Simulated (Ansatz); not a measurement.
# Ba (hcp type): how the settings move a relaxation

Question: which choices in the input matter for Ba (hcp type)?

Method: reference: DFT, PBEsol, PAW with Ansatz's default frozen-core files, scalar-relativistic, in Ansatz 0.2.0.

## (1) The structure to begin with

It takes space group P6_3/mmc (No. 194, hexagonal). Conventional cell: a = 4.198 Å, b = 4.198 Å, c = 6.849 Å, α = 90.00°, β = 90.00°, γ = 120.00°. Around Ba (site symmetry -6m2) lie 12 Ba at 4.20 Å.

As a file:

```cif
data_structure
_symmetry_space_group_name_H-M 'P6_3/mmc'
_symmetry_Int_Tables_number 194
_cell_length_a 4.1978
_cell_length_b 4.1978
_cell_length_c 6.8491
_cell_angle_alpha 90.000
_cell_angle_beta 90.000
_cell_angle_gamma 120.000
_cell_volume 104.52
loop_
_atom_site_label
_atom_site_type_symbol
_atom_site_symmetry_multiplicity
_atom_site_Wyckoff_symbol
_atom_site_fract_x
_atom_site_fract_y
_atom_site_fract_z
_atom_site_occupancy
Ba1 Ba 2 c 0.33333 0.66667 0.25000 1
```

## (2) The reference run

input.yaml

```yaml
crystal:
  lattice:
    - [4.1978220065, 0.0, 0.0]
    - [-2.0989110032, 3.6354204982, 0.0]
    - [0.0, 0.0, 6.8490827726]
  atoms:
    - { symbol: Ba, position: [0.3333333333, 0.6666666667, 0.25] }
    - { symbol: Ba, position: [0.6666666667, 0.3333333333, 0.75] }
kpoints:
  mp_grid: { grid: [10, 10, 6] }
scf:
  occupations: { method: fermi_dirac, width: 0.08 }
hamiltonian:
  xc: pbesol
  pseudopotentials: { kind: paw }
output:
  forces: true
  stress: true
relax:
  f_tol: 0.005
  max_steps: 30
  cell: { stress_tol: 0.05, fix: [volume] }
```

Launch:

```console
$ ansatz run input.yaml --threads 1 --pin off --max-ram 2048MiB --backend cpu --events-out ev --progress --plain --runs-dir out
```

## (3) Changing settings: dispersion d3bj

Edit input.yaml of step 2 so:

```diff
@@ -15,2 +15,3 @@
   pseudopotentials: { kind: paw }
+  dispersion: d3bj
 output:
```

Before running it: what results should come out? Wanted: for each run, ending; energy change; pressure; gap; force.

**Answer**, as computed:

| run | ending | energy change | pressure (GPa) | gap (eV) | force (eV/Å) | cycles | time |
| --- | --- | --- | --- | --- | --- | --- | --- |
| reference | converged | 0 | 1.0 | 0.00 | 0.00 | 18 | 19 s |
| 1: dispersion d3bj | converged | -305.8 meV/atom (offset of the dispersion model) | 0.0 | 0.00 | 0.00 | 18 | 19 s |

**Reading.** The energy moves by -305.8 meV/atom, nearly all of it the dispersion term itself (-305.8 meV/atom); that offset belongs to the model and is no gain or loss of stability; the pressure goes from 1.0 to 0.0 GPa.
